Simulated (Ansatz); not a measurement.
# AlBrH4Si: small, medium and large basis sets

One table from this session's results is given with a row withheld; the runs are named, their logs left out.

Computed with Ansatz 0.2.0, Gaussian basis. Level: one geometry, several basis sets.

Levels to be run: PBE0-D4/def2-SVP; ωB97M-V/def2-SVP; PBE0-D4/def2-QZVPP; ωB97M-V/def2-QZVPP; the functionals' def2-TZVPP values are taken from earlier runs.

## The geometry

The geometry comes from an earlier relaxation with PBE0-D4 in a triple-zeta def2 set; it is a stationary point, not always the lowest conformer.

7 atoms, charge 0, spin multiplicity 1.

Atoms are counted from 1 here; the program's logs count them from 0.

Bond lengths: Si1–Al2 2.446 Å, Si1–H4 1.488 Å, Si1–H5 1.491 Å, Si1–H6 1.490 Å, Al2–Br3 2.264 Å, Al2–H7 1.581 Å. Angles: Al2–Si1–H4 111.5°, Al2–Si1–H5 109.4°, Al2–Si1–H6 111.4°, H4–Si1–H5 108.2°, H4–Si1–H6 108.7°, H5–Si1–H6 107.5°, Si1–Al2–Br3 117.2°, Si1–Al2–H7 126.5°, Br3–Al2–H7 116.3°.

The first run:

File in.yaml:

```yaml
crystal:
  periodic: [false, false, false]
  atoms:
    - {symbol: Si, position_ang: [-0.907094, 0.501794, -0.366851]}
    - {symbol: Al, position_ang: [1.146736, -0.444681, 0.565246]}
    - {symbol: Br, position_ang: [1.679818, -2.560728, -0.038194]}
    - {symbol: H, position_ang: [-1.888733, -0.560033, -0.715711]}
    - {symbol: H, position_ang: [-0.582950, 1.261076, -1.608655]}
    - {symbol: H, position_ang: [-1.549266, 1.450930, 0.585248]}
    - {symbol: H, position_ang: [2.162690, 0.283541, 1.533217]}
basis:
  gaussian: {orbitals: def2-SVP}
hamiltonian: {xc: pbe0, dispersion: d4}
output: {orbitals: {seedname: orbitals}}
```

On the command line:

```
ansatz run in.yaml --threads 2 --pin off --events-out ev --progress --plain --max-ram 4352MiB
```

Among the steps run: PBE0-D4 in def2-SVP; ωB97M-V in def2-SVP; PBE0-D4 in def2-QZVPP; ωB97M-V in def2-QZVPP.

One of the session's tables, all rows but one given; the rest of the session is left out.

It belongs to the step «Functionals by basis». 

| functional | basis | HOMO (eV) | LUMO (eV) |
| --- | --- | --- | --- |
| PBE0-D4 | def2-SVP | ? | ? |
| PBE0-D4 | def2-TZVPP | -7.71 | -2.09 |
| PBE0-D4 | def2-QZVPP | -7.72 | -2.10 |
| ωB97M-V | def2-SVP | -9.67 | -0.34 |
| ωB97M-V | def2-TZVPP | -9.72 | -0.42 |
| ωB97M-V | def2-QZVPP | -9.72 | -0.48 |

Estimate the missing values for PBE0-D4, def2-SVP.

**Answer.** HOMO (eV): -7.70; LUMO (eV): -2.07. In the column «HOMO (eV)» it is the highest.
